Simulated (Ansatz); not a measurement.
# CF2NSi radical: basis-set convergence

One table from this session's results is given with a row withheld; the runs are named, their logs left out.

The runs use Ansatz 0.2.0, Gaussian basis; one geometry, several basis sets.

Levels to be run: PBE0-D4/def2-SVP; ωB97M-V/def2-SVP; PBE0-D4/def2-QZVPP; ωB97M-V/def2-QZVPP; the functionals' def2-TZVPP values are taken from earlier runs.

**Structure used throughout**

An earlier PBE0-D4 in a triple-zeta def2 set relaxation fixed the geometry.

SMILES `N#C[Si](F)F`, 5 atoms, charge 0, spin multiplicity 2.

Atoms are counted from 1 here; the program's logs count them from 0.

Bond lengths: N1–C2 1.153 Å, C2–Si3 1.842 Å, Si3–F4 1.580 Å, Si3–F5 1.580 Å. Angles: N1–C2–Si3 172.4°, C2–Si3–F4 107.6°, C2–Si3–F5 107.6°, F4–Si3–F5 108.8°.

The first run:

in.yaml

```yaml
crystal:
  periodic: [false, false, false]
  atoms:
    - {symbol: N, position_ang: [1.426144, -1.103830, 1.364330]}
    - {symbol: C, position_ang: [0.743009, -0.566352, 0.607508]}
    - {symbol: Si, position_ang: [-0.192768, 0.214058, -0.773477]}
    - {symbol: F, position_ang: [-1.655575, -0.382448, -0.757516]}
    - {symbol: F, position_ang: [-0.270910, 1.764872, -0.482344]}
basis:
  gaussian: {orbitals: def2-SVP}
magnetization: {spin_polarized: true, initial_magnetization: 1}
hamiltonian: {xc: pbe0, dispersion: d4}
output: {orbitals: {seedname: orbitals}}
```

Steps of the session up to this table: PBE0-D4 in def2-SVP; ωB97M-V in def2-SVP; PBE0-D4 in def2-QZVPP; ωB97M-V in def2-QZVPP.

One table of the session follows, with a row left open; its other results are not shown here.

It belongs to the step «Density functionals: the series». 

| functional | basis | HOMO (eV) | LUMO (eV) |
| --- | --- | --- | --- |
| PBE0-D4 | def2-SVP | -7.89 | -3.74 |
| PBE0-D4 | def2-TZVPP | -8.03 | -3.77 |
| PBE0-D4 | def2-QZVPP | -8.06 | -3.81 |
| ωB97M-V | def2-SVP | ? | ? |
| ωB97M-V | def2-TZVPP | -9.82 | -2.13 |
| ωB97M-V | def2-QZVPP | -9.86 | -2.19 |

Q: Estimate the row for ωB97M-V, def2-SVP from the others.

The run gave: HOMO (eV): -9.66; LUMO (eV): -2.05. In the column «HOMO (eV)» it lies between ωB97M-V, def2-TZVPP (-9.82) and PBE0-D4, def2-QZVPP (-8.06).
